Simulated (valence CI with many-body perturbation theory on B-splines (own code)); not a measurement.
# Sm: the cost of one run

Program: an in-house CI+MBPT code version 3. Level of theory: configuration interaction of the valence electrons, many-body perturbation theory for a frozen closed Dirac-Fock core, no-pair Dirac Hamiltonian, B-spline basis. These are calculated values, not measurements, unless marked.

**1. The atom as given**

| Item | Value |
| --- | --- |
| element | samarium (Z = 62, A = 152) |
| charge | +30 |
| frozen core | [Ar] 3d10 |
| start configuration of the valence electrons | 4s2 4p2 |
| nuclear rms radius | 5.0819 fm |

**2. The run**

Input settings:

```ini
atom Sm  Z=62  mass_number=152  rms_radius_fm=5.0819
core [Ar] 3d10
valence 4s2 4p2
avg = 1
basis = L
breit = 1
cap = 40000
capref = 1200
cscale = 1
de = 0.0
dress = 0
eps = 2e-08
h = 0.27
hh = 1
l2 = 3
lcore = 6
maxit = 60
n2 = 5
natural = 1
nlev = 60
nno = [7, 7, 6, 5, 4, 2, 1]
nroot = 26
nsp = [4, 4, 3, 2, 1, 0, 0]
pt2 = 1
qed = 1
rpa = 1
s1 = 1
s2 = 1
s3 = 1
screen = 1
tol = 2e-05
```

Command:

```console
$ python run_cv.py task.json out
```

task.json holds these settings.

Q: Estimate wall time and peak memory on 1 thread of Arm Neoverse V1, shared host.

About 3.7 min, with a peak of 1.1 GiB.
